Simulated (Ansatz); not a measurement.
Ni3Ge, space group Pm-3m, a projected density of states

Program: Ansatz 0.2.0, Python API.

`pdos_ni3ge.py`:
```python
"""Which atoms and shells make the states of Ni3Ge."""

import ansatz
import numpy as np

XC = "r2scan"
KMESH = (6, 6, 6)
FILLING = "Marzari-Vanderbilt"
SMEARING_WIDTH = 0.15
N_EMPTY = 14

system = (
    ansatz.Lattice.from_parameters(3.530334, 3.530334, 3.530334, alpha=90.0, beta=90.0, gamma=90.0)
    .atom("Ni", (0.5, 0.0, 0.5))
    .atom("Ni", (0.0, 0.5, 0.5))
    .atom("Ni", (0.5, 0.5, 0.0))
    .atom("Ge", (0.0, 0.0, 0.0))
    .moments(Ni=1.0)
)

calc = (
    system.calculation()
    .functional(XC)
    .kpoints(*KMESH)
    .occupations(FILLING, width=SMEARING_WIDTH)
    .spin("collinear")
    .scf(extra_bands=N_EMPTY)
    .density_of_states(projected=True, energy_step=0.05)
)
history = []
result = calc.session().plan().execute(on_event=lambda event: history.append(event["data"]["dr2_ev"]) if event["event"] == "scf_iter" else None)
r = result.report
print("density residual by iteration (eV):", " ".join(f"{value:.1e}" for value in history[:40]))

dos = result.density_of_states()
energy = np.asarray(dos.energies_ev) - dos.fermi_ev
curves = {}
for site in result.projected_density_of_states().sites:
    for shell in site.shells:
        weight = sum(np.sum(curve.g_bin_mean_per_ev, axis=0) for curve in shell.curves)
        name = f"{site.species} {shell.label}"
        curves[name] = curves.get(name, 0) + weight

step = energy[1] - energy[0]
windows = [(-10, -5), (-5, 0), (0, 6)]
print("states by shell in windows of E - E_F (eV):", windows)
for name, g in curves.items():
    print(f"{name:8s}", " ".join(f"{step * g[(energy >= a) & (energy < b)].sum():8.3f}" for a, b in windows))
filled = (energy < 0) & (energy > -10)
for name, g in curves.items():
    if g[filled].sum() * step > 0.5:
        print(f"centre of {name}: {np.average(energy[filled], weights=g[filled]):.2f} eV")
```

Output of `python pdos_ni3ge.py`:
```text
DeckWarning: basis.ecutwfc = 500 eV, auto-derived from the records' recommended cutoffs: set by Ni (their level for a meta-GGA)
RunWarning: the starting moments were not kept: the SCF closed with an absolute magnetisation of 1.2e-1 μB, where they sum to 3 μB in size (3 sites). That is at most 0.1 of that sum. The system's [...]
density residual by iteration (eV): 4.7e-01 3.6e-01 5.4e-01 6.5e-01 1.6e-01 1.6e-01 4.4e-02 1.1e-02 6.2e-03 4.2e-03 2.0e-04 7.8e-05 5.6e-05 4.4e-05 3.1e-05 5.7e-06 1.5e-06 9.0e-07 4.4e-07 9.1e-09 5.3e-09 1.9e-09 4.8e-10 1.7e-10 5.7e-10 2.1e-09 2.3e-10
states by shell in windows of E - E_F (eV): [(-10, -5), (-5, 0), (0, 6)]
Ni 3S       0.011    0.002    0.006
Ni 4S       0.725    0.875    1.130
Ni 3P       0.018    0.023    0.008
Ni 3D       0.925   25.715    2.771
Ge 4S       0.362    0.179    0.331
Ge 4P       1.348    1.484    1.890
Ge 3D       0.001    0.007    0.001
centre of Ni 4S: -4.46 eV
centre of Ni 3D: -2.13 eV
centre of Ge 4S: -5.98 eV
centre of Ge 4P: -4.79 eV
```
(Warnings from the package without file and line, shortened.)

Notes:
- The SCF didn't keep the moments it started from (some shrank, vanished or turned); what is printed is the state reached.
- For a metal this k-point mesh is coarse: on a finer one energies can move by several to tens of meV an atom and pressures by half a GPa or more, differences at one mesh by less.
- r2SCAN tends to overestimate the moments of itinerant magnets.
- This cell is a computed structure, which may not be the phase found in nature.
- Curves are summed over the cell's atoms. Only shells that the potentials hold have channels, so projections don't add up to the total, least of all where a shell is missing (p of most metals); heights and places of peaks move with the mesh.
- The density of states is complete only as far up as bands were computed.
- A band centre counts only the states inside the window taken.
- Finished in 20 s on 1 thread of Intel(R) Xeon(R) 6975P-C (Granite Rapids), on a shared host, peak memory 0.58 GiB.

(Lines on the test bed's own set-up are left out of the output.)
